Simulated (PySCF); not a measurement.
# H4S4Ti ([Ti(SH)4]2-): the cost of one run

Programs: PySCF 2.14.0, with routines of our own; each step states its level. All values are computed. Atoms count from 0.

## Step 1: The starting structure

9 atoms, charge -2, states of the metal's open shell are computed; geometry from: model geometry, bond lengths from ionic radii.

## Step 2: Ligand-field states: state-averaged CASSCF in water

What the job is given:

```
{"job": {"kind": "lf", "basis": {"metal": "x2c-TZVPall", "ligand": "x2c-SVPall"}, "nevpt": true, "solvent": "water"}, "charge": -2, "metal": "Ti", "open_shell": "d2"}
Ti     0.000000     0.000000     0.000000
S      1.431828     1.431828     1.431829
H      0.642785     2.509547     1.576167
S     -1.431828    -1.431828     1.431829
H     -0.642785    -2.509547     1.576167
S     -1.431828     1.431828    -1.431829
H     -2.509547     0.642785    -1.576167
S      1.431828    -1.431828    -1.431829
H      2.509547    -0.642785    -1.576167
```

Method: state-averaged CASSCF of the metal d shell, SC-NEVPT2 on the averaged canonical orbitals, state-interaction spin-orbit coupling.

Launch:

```sh
OMP_NUM_THREADS=1 python lf_run.py task.json out
```

The driver reads the jobs from task.json and runs them one after another.

Q: Estimate the wall time and peak memory of this first job on 1 thread of Intel Xeon Platinum 8259CL at 2.50GHz, shared host.

About 15 s, with a peak of 0.37 GiB.
